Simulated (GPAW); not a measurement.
# USVWN5/plane waves (scalar-relativistic datasets, plane-wave cutoff 450 eV) run of CoCl2 (SMILES [Cl][Co][Cl])

We compute energy and one-electron properties of CoCl2. 

Program for the calculation: GPAW 26.7.0.

2 further runs of the same task are left out: 1 that didn't finish, 1 set aside as unsound or not needed.

## (1) The molecule

CoCl2: 3 atoms, total charge 0, spin state quartet. SMILES: `[Cl][Co][Cl]`. Geometry: a GFN2-xTB relaxation, a rough one for these elements and not checked as a minimum.

Bond lengths: Co1–Cl2 1.947 Å, Co1–Cl3 1.948 Å. Angles: Cl2–Co1–Cl3 180.0°.

## (2) The charge distribution at USVWN5/plane waves (scalar-relativistic datasets, plane-wave cutoff 450 eV)

cl2co.xyz reads:

```xyz
3

Co     0.000170     0.000100     0.000230
Cl    -0.014970    -0.018740     1.947170
Cl     0.014790     0.018640    -1.947410
```

cl2co_sp.py reads:

```python
import numpy as np
from ase.io import read
from gpaw import GPAW, PW, setup_paths
from gpaw.atom.configurations import parameters
from gpaw.atom.generator import Generator
from gpaw.hyperfine import hyperfine_parameters

atoms = read('cl2co.xyz')
atoms.set_cell([13.0, 13.0, 13.0])
atoms.center()
atoms.set_initial_magnetic_moments([3.0, 0.0, 0.0])

for symbol in ['Cl', 'Co']:
    Generator(symbol, xcname='LDA_X+LDA_C_VWN', scalarrel=True, nofiles=True, txt=None).run(**parameters[symbol])
setup_paths.insert(0, '.')

calculator = GPAW(mode=PW(450),
                  xc='LDA_X+LDA_C_VWN',
                  occupations={'name': 'fermi-dirac', 'width': 0.01, 'fixmagmom': True},
                  maxiter=150,
                  symmetry='off',
                  legacy_gpaw=True,
                  txt='cl2co.txt')
atoms.calc = calculator

energy = atoms.get_potential_energy()
print(f'Energy                  {energy:.5f} eV')
forces = atoms.get_forces()
print('Forces (eV/Ang)')
for symbol, f in zip(atoms.symbols, forces):
    print(f'{symbol:2} {f[0]:9.4f} {f[1]:9.4f} {f[2]:9.4f}')
print('Moments:', atoms.get_magnetic_moments().round(3))

A_avv = hyperfine_parameters(calculator)
for symbol, A_vv in zip(atoms.symbols, A_avv):
    print(symbol, (np.linalg.eigvalsh(A_vv) * 1e6).round(4), 'ueV, to be multiplied by the nuclear g-factor')
```

Command:

```
$ python cl2co_sp.py
```

The log of the run:

```text
Energy                  -12.43561 eV
Forces (eV/Ang)
Co    0.0004    0.0003   -0.0176
Cl   -0.0139   -0.0174    1.8234
Cl    0.0135    0.0170   -1.8058
Moments: [2.291 0.131 0.131]
Co [-0.7644 -0.6584 -0.6584] ueV, to be multiplied by the nuclear g-factor
Cl [-0.5127  0.1491  0.1491] ueV, to be multiplied by the nuclear g-factor
Cl [-0.5123  0.1492  0.1492] ueV, to be multiplied by the nuclear g-factor
```

cl2co.txt (excerpt; [...] marks lines left out):

```text
[...]
  mode: {ecut: 450.00000000000006,
[...]
    cutoffs:
[...]
  Cutoff energy: 450.000 eV
[...]
  Total Charge: 0.000000
[...]
Number of atoms: 3
[...]
Number of bands in calculation: 17
Number of valence electrons: 23
[...]
iter:   1 hh:mm:ss   -12.641988                   +3.0014
[...]
iter:  28 hh:mm:ss   -12.435612c  -8.70c -4.79c   +3.0000
Converged after 28 iterations.
Dipole moment: (0.000069, 0.000037, 0.000588) |e|*Ang
Total magnetic moment: (0.000000, 0.000000, 3.000000)
Local magnetic moments:
   0 Co ( 0.000000,  0.000000,  2.290904)
   1 Cl ( 0.000000,  0.000000,  0.131442)
   2 Cl ( 0.000000,  0.000000,  0.131349)
Energy contributions relative to reference atoms: (reference = -62877.137022)
Kinetic:        +28.312229
Potential:      -26.062744
External:        +0.000000
XC:             -14.862517
Entropy (-ST):   -0.004961
Local:           +0.179900
SIC:             +0.000000
--------------------------
Free energy:    -12.438092
Extrapolated:   -12.435612
Spin contamination: 0.046275 electrons
                   Up                     Down
[...]
Fermi levels: -3.86950, -6.21365
[...]
Forces:                              0.378     0.378   0.8% |
Hamiltonian:                         0.799     0.005   0.0% |
 Atomic:                             0.058     0.001   0.0% |
  XC Correction:                     0.057     0.057   0.1% |
 Calculate atomic Hamiltonians:      0.036     0.036   0.1% |
 Communicate:                        0.000     0.000   0.0% |
 Initialize Hamiltonian:             0.000     0.000   0.0% |
 Poisson:                            0.005     0.005   0.0% |
 XC 3D grid:                         0.695     0.695   1.5% ||
LCAO initialization:                 0.138     0.043   0.1% |
 LCAO eigensolver:                   0.014     0.000   0.0% |
  Calculate projections:             0.000     0.000   0.0% |
  DenseAtomicCorrection:             0.000     0.000   0.0% |
  Distribute overlap matrix:         0.000     0.000   0.0% |
  Orbital Layouts:                   0.001     0.001   0.0% |
[...]
Set symmetry:                        0.000     0.000   0.0% |
Other:                               0.862     0.862   1.9% ||
-----------------------------------------------------------
Total:                                        46.190 100.0%
Memory usage: 752.58 MiB
```

Wall time 48 s (1 thread of Arm Neoverse V1, shared host); peak memory 0.73 GiB.

## (3) Results

At USVWN5/plane waves (scalar-relativistic datasets, plane-wave cutoff 450 eV):

```
                                              quantity        value
energy as printed (from the program's reference atoms)  -12.4356 eV
                                         dipole moment       0.00 D
                              largest force on an atom   1.824 eV/Å
```

In words: The largest force is 1.82 eV/Å: the shape isn't a stationary point for this species at this level.
